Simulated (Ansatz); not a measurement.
TiAl (distorted cell), a check of forces and pressure against finite differences

Computed with the Python package of Ansatz (0.2.0).

Script `fdcheck_tial.py`:
```python
"""Forces and pressure of TiAl against finite differences of the energy, distorted."""

import ansatz as az
import numpy as np

VECTORS = np.array([
    [3.018, 0.0, 0.0],
    [0.0, 3.018, 0.0],
    [0.0, 0.0, 3.018],
])
SITES = [
    ("Ti", (0.53511, 0.52975, 0.55072)),
    ("Al", (0.97773, 0.01919, 0.96448)),
]


def build(cell):
    crystal = az.Crystal(lattice=az.Lattice.of(cell))
    for symbol, position in SITES:
        crystal = crystal.atom(symbol, position)
    return crystal

def solve(crystal):
    return (
        crystal.calculation()
        .functional("lda")
        .occupations(az.OccupationsMethod.FERMI_DIRAC, width=0.01)
        .initial_density(normalization="atom")
        .basis(540, xc_grid=2)
        .kpoints(7, 7, 7)
        .scf(tolerance=1e-09)
        .forces()
        .stress()
        .run(threads=1)
    ).report


centre = solve(build(VECTORS))
start = build(VECTORS)
# central difference: F = -(E(+h) - E(-h)) / 2h
print(f"force on atom 0 along z: analytic {centre['forces_ev_ang'][0][2]:.4f} eV/A")
for h in (0.005, 0.02):
    shift = np.eye(3)[2] * h @ np.linalg.inv(VECTORS)
    plus, minus = (solve(start.move(0, to=np.array(SITES[0][1]) + sign * shift))["lagrangian_ev"] for sign in (1, -1))
    print(f"  step {h} A: numerical {-(plus - minus) / (2 * h):.4f} eV/A")
# P = -dF/dV; the difference feels the change of the plane-wave count with the cell
volume = abs(np.linalg.det(VECTORS))
larger, smaller = (solve(build(VECTORS * (1 + sign * 0.005) ** (1 / 3)))["lagrangian_ev"] for sign in (1, -1))
numerical = -(larger - smaller) / (0.01 * volume) * 160.21766
print(f"pressure: analytic {np.trace(centre['stress_gpa']) / 3:.3f}, numerical {numerical:.3f} GPa")
```

Running `python fdcheck_tial.py` prints:
```text
DeckWarning: output.stress: scf.convergence.dr2_threshold = 1e-9 eV is looser than the 2e-10 eV advised for a printed stress (1e-10 eV for each atom of the cell: 2). What an SCF threshold leaves in a [...]
force on atom 0 along z: analytic -2.5676 eV/A
  step 0.005 A: numerical -2.5675 eV/A
  step 0.02 A: numerical -2.5670 eV/A
pressure: analytic 21.605, numerical 21.609 GPa
```
(Warnings from the package without file and line, shortened.)

Reading the output:
- The settings weren't tested for convergence.
- For a metal this k-point mesh is coarse: on a finer one energies can move by several to tens of meV an atom and pressures by half a GPa or more, differences at one mesh by less.
- Of the deposited cell: it was measured well above room temperature.
- Pressure is positive in compression.
- The cell is a database structure, distorted on purpose.
- The central difference errs as the square of the step, so the shorter step is the fairer test; what remains comes from the finite grid and the SCF threshold.
- Hardware and time: 49 s on 1 thread of Arm Neoverse V2, on a shared host, peak memory 0.44 GiB.
